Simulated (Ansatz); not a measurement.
# TiO2 (Anatase): the cost of one run

All numbers are computed with Ansatz 0.2.0 through its Python package. Level of theory: DFT PBE, plane waves, PAW.

### Step 1. Starting point

It takes space group I4_1/amd (No. 141, tetragonal). The conventional cell has a = 3.784 Å, b = 3.784 Å, c = 9.515 Å, α = 90.00°, β = 90.00°, γ = 90.00°. Ti (site symmetry -4m2) is surrounded by 6 O at 1.93 to 1.98 Å. O (site symmetry 2mm) has 3 Ti at 1.93 to 1.98 Å as nearest neighbours.

The script holds or builds the structure itself.

### Step 2. The code

kconv_tio2.py reads:

```python
'''Convergence of TiO2 with the k-point mesh.'''

from dataclasses import dataclass

import ansatz as az
import matplotlib.pyplot as plt
import numpy as np


@dataclass
class Options:
    cutoff: int = 420
    filling: str = 'fixed'


settings = Options()


def main() -> None:
    vectors = np.array([
        [-1.8921, 1.8921, 4.7573],
        [1.8921, -1.8921, 4.7573],
        [1.8921, 1.8921, -4.7573],
    ])
    structure = (
        az.Lattice.of(vectors)
        .atom('Ti', [0.0, 0.0, 0.0])
        .atom('Ti', [0.75, 0.25, 0.5])
        .atom('O', [0.2081, 0.2081, 0.0])
        .atom('O', [0.9581, 0.4581, 0.5])
        .atom('O', [0.5419, 0.0419, 0.5])
        .atom('O', [0.7919, 0.7919, 0.0])
    )

    calculation = structure.calculation().basis(settings.cutoff).occupations(settings.filling)

    rows = []
    for value in [0.8, 0.6, 0.5, 0.4, 0.33]:
        report = calculation.kpoints(spacing=value).run().report
        rows.append((value, report['free_energy_ev'] / len(report['lattice']['sites']), report['n_iterations'], report['n_kpoints']))

    print('spacing (1/A)   F/atom (eV)    iterations      k-points')
    for row in rows:
        print(f'{str(row[0]):>12s}  {row[1]:12.5f}  {row[2]:12d}  {row[3]:12d}')

    # the last row is the reference
    for row in rows[:-1]:
        shift = 1000 * (row[1] - rows[-1][1])
        print(f'{row[0]}: {shift:+.2f} meV/atom' + ('  (within 2 meV)' if abs(shift) < 2 else ''))
    plt.figure(figsize=(4.5, 3))
    plt.plot([str(row[0]) for row in rows], [1000 * (row[1] - rows[-1][1]) for row in rows], 'o-')
    plt.xlabel('spacing (1/A)')
    plt.ylabel('F - F(last) (meV/atom)')
    plt.tight_layout()
    plt.savefig('kconv.png', dpi=100)


if __name__ == '__main__':
    main()
```

### Step 3. The run

Run with:

```bash
$ python kconv_tio2.py
```

**Question.** How long does this script take on 1 thread of Arm Neoverse V1, shared host, and how much memory does it need?

About 13 s, with a peak of 0.46 GiB.
